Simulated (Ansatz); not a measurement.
**C3H3F3O: one species, many methods**

One table from this session's results is given with a row withheld; the runs are named, their logs left out.

Program: Ansatz 0.2.0, Gaussian basis. Level of theory: functionals in def2-TZVPP, the program's frozen cores in correlated methods. These are calculated values, not measurements.

Levels to be run: PBE-D4, r2SCAN-D4, PBE0-D4, B3LYP-D4, ωB97X-V, ωB97M-V, B2PLYP; CCSD(T)/def2-TZVPP; MP2/def2-QZVPP; extrapolation to the limit.

## The geometry

The geometry comes from an earlier relaxation with PBE0-D4 in a triple-zeta def2 set; it is a stationary point, not always the lowest conformer.

SMILES `FC(F)[C@H]1O[C@@H]1F`, 10 atoms, charge 0, spin multiplicity 1.

Atoms are counted from 1 here; the program's logs count them from 0.

Bond lengths: F1–C2 1.355 Å, C2–F3 1.352 Å, C2–C4 1.502 Å, C2–H8 1.095 Å, C4–O5 1.430 Å, C4–C6 1.452 Å, C4–H9 1.087 Å, O5–C6 1.381 Å, C6–F7 1.346 Å, C6–H10 1.085 Å. Angles: F1–C2–F3 108.1°, F1–C2–C4 108.5°, F1–C2–H8 108.5°, F3–C2–C4 110.9°, F3–C2–H8 108.0°, C4–C2–H8 112.7°, C2–C4–O5 115.8°, C2–C4–C6 122.5°, C2–C4–H9 114.7°, O5–C4–C6 57.2°, O5–C4–H9 115.1°, C6–C4–H9 118.3°, C4–O5–C6 62.2°, C4–C6–O5 60.5°, C4–C6–F7 118.6°, C4–C6–H10 123.9°, O5–C6–F7 115.3°, O5–C6–H10 117.3° and more.

The first run:

Input file in.yaml:

```yaml
crystal:
  periodic: [false, false, false]
  atoms:
    - {symbol: F, position_ang: [-1.054070, -1.767341, 0.772656]}
    - {symbol: C, position_ang: [-0.557717, -1.102588, -0.298312]}
    - {symbol: F, position_ang: [-1.581199, -0.459908, -0.904799]}
    - {symbol: C, position_ang: [0.477503, -0.126230, 0.183127]}
    - {symbol: O, position_ang: [1.000923, 0.763252, -0.805979]}
    - {symbol: C, position_ang: [0.244871, 1.307036, 0.213377]}
    - {symbol: F, position_ang: [0.927421, 2.050916, 1.102857]}
    - {symbol: H, position_ang: [-0.151401, -1.834340, -1.004788]}
    - {symbol: H, position_ang: [1.214852, -0.543764, 0.864626]}
    - {symbol: H, position_ang: [-0.695982, 1.773568, -0.059365]}
basis:
  gaussian: {orbitals: def2-TZVPP}
hamiltonian: {xc: pbe, dispersion: d4}
output: {forces: true, orbitals: {seedname: orbitals}}
```

Command:

```bash
$ ansatz run in.yaml --threads 4 --pin off --events-out ev --progress --plain --max-ram 10444MiB
```

Steps of the session up to this table: PBE-D4 (GGA); r2SCAN-D4 (meta-GGA); PBE0-D4 (hybrid); B3LYP-D4 (hybrid); ωB97X-V (range-separated); ωB97M-V (range-separated); B2PLYP (double hybrid); CCSD(T) in def2-TZVPP; MP2 in def2-QZVPP.

One table of the session follows, with a row left open; its other results are not shown here.

| method | atomisation energy (kcal/mol) |
| --- | --- |
| PBE-D4 | 1031.6 |
| r2SCAN-D4 | ? |
| PBE0-D4 | 994.1 |
| B3LYP-D4 | 978.3 |
| ωB97X-V | 989.3 |
| ωB97M-V | 988.7 |
| B2PLYP | 972.3 |
| HF/def2-TZVPP | 666.7 |
| MP2/def2-TZVPP | 994.6 |
| CCSD/def2-TZVPP | 933.4 |
| CCSD(T)/def2-TZVPP | 954.7 |
| MP2/CBS | 1022.2 |
| CCSD(T)/CBS | 982.4 |

Q: Estimate the row for r2SCAN-D4 from the others.

**Answer.** atomisation energy (kcal/mol): 992.0. In the column «atomisation energy (kcal/mol)» it lies between ωB97X-V (989.3) and PBE0-D4 (994.1).

To keep in mind: Free atoms (3 F, 3 C, 1 O, 3 H) were run apart at each level; the atomisation energy is their sum less the molecule, without zero-point or spin-orbit terms.
